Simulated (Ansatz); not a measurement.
# Si2C3: what a guessed cell relaxes into

The task: take a trial cell of Si2C3 to zero force and stress, then test the end with a random kick.

Program: Ansatz 0.2.0. Level of theory: DFT PBE, scalar-relativistic, plane waves, PAW. These are calculated values, not measurements.

## (1) Starting point

Symmetry: P6_3/mmc, No. 194, hexagonal system. Conventional cell: a = 2.636 Å, b = 2.636 Å, c = 22.878 Å, α = 90.00°, β = 90.00°, γ = 120.00°. Si (site symmetry 3m) has 6 Si at 2.64 Å and 6 C at 2.75 Å as nearest neighbours. C (site symmetry -6m2) has 6 C at 2.64 Å and 6 Si at 2.75 Å as nearest neighbours. C (site symmetry 3m) is surrounded by 9 C at 2.64 to 2.75 Å and 3 Si at 2.75 Å.

Coordinates:

```
Si C
1.0
     2.63597    0.00000    0.00000
    -1.31798    2.28281    0.00000
     0.00000    0.00000   22.87837
Si C
4 6
Cartesian
  1.3180 0.7609 3.4318
  1.3180 0.7609 8.0074
  0.0000 1.5219 14.8709
  0.0000 1.5219 19.4466
  1.3180 0.7609 17.1588
  1.3180 0.7609 21.7345
  1.3180 0.7609 12.5831
  0.0000 1.5219 1.1439
  0.0000 1.5219 5.7196
  0.0000 1.5219 10.2953
```

The start is an ordering of an alloy on its end members' structure types: elements ordered on the sites of the Pt type, Si/C on Pt (P6_3/mmc, No. 194).

## (2) The guess as it stands, on a coarse mesh

Input file input.yaml:

```yaml
crystal:
  lattice:
    - [2.63596702, 0.0, 0.0]
    - [-1.31798351, 2.2828144, 0.0]
    - [0.0, 0.0, 22.87837167]
  atoms:
    - { symbol: Si, position: [0.66666667, 0.33333333, 0.15] }
    - { symbol: Si, position: [0.66666667, 0.33333333, 0.35] }
    - { symbol: Si, position: [0.33333333, 0.66666667, 0.65] }
    - { symbol: Si, position: [0.33333333, 0.66666667, 0.85] }
    - { symbol: C, position: [0.66666667, 0.33333333, 0.75] }
    - { symbol: C, position: [0.66666667, 0.33333333, 0.95] }
    - { symbol: C, position: [0.66666667, 0.33333333, 0.55] }
    - { symbol: C, position: [0.33333333, 0.66666667, 0.05] }
    - { symbol: C, position: [0.33333333, 0.66666667, 0.25] }
    - { symbol: C, position: [0.33333333, 0.66666667, 0.45] }
basis:
  ecutwfc: 420
kpoints:
  mp_grid: { grid: [6, 6, 1] }
hamiltonian:
  xc: pbe
scf:
  occupations: { method: gaussian, width: 0.1 }
  lower_state_search: "off"
output:
  forces: true
  stress: true
  eigenvalues: true
```

Run with:

```console
ansatz run input.yaml --threads 1 --pin off --max-ram 2560MiB --backend cpu --events-out ev --progress --plain --runs-dir out
```

Further runs follow: spin check on a coarse mesh; a loose first relaxation; final relaxation; kick test: the unmoved cell on a coarse mesh; random kick, then relaxation.

Before running it: what results should come out? Wanted: conventional cell; volume; energy over the elements; gap on the mesh.

As calculated:

| quantity | value |
| --- | --- |
| symmetry at the end (tolerance 0.05 Å) | space group P6_3/mmc (No. 194) |
| conventional cell | a = 2.627 Å, b = 2.627 Å, c = 23.179 Å, α = 90.00°, β = 90.00°, γ = 120.00° |
| volume | 13.85 Å³/atom |
| energy over the elements | +0.73 eV/atom |
| gap on the mesh | none (metal) |

What this shows: The space group P6_3/mmc (No. 194) is kept, and the volume per atom grows by 0.6 % from the first guess. The formation energy is positive, so the separate elements lie lower. The kick test gives no clear verdict at this accuracy. Where a structure here is layered, its layers are held mostly by dispersion, which this level lacks, so their spacing and the stiffness across them are unreliable there. Other magnetic orders were not searched.
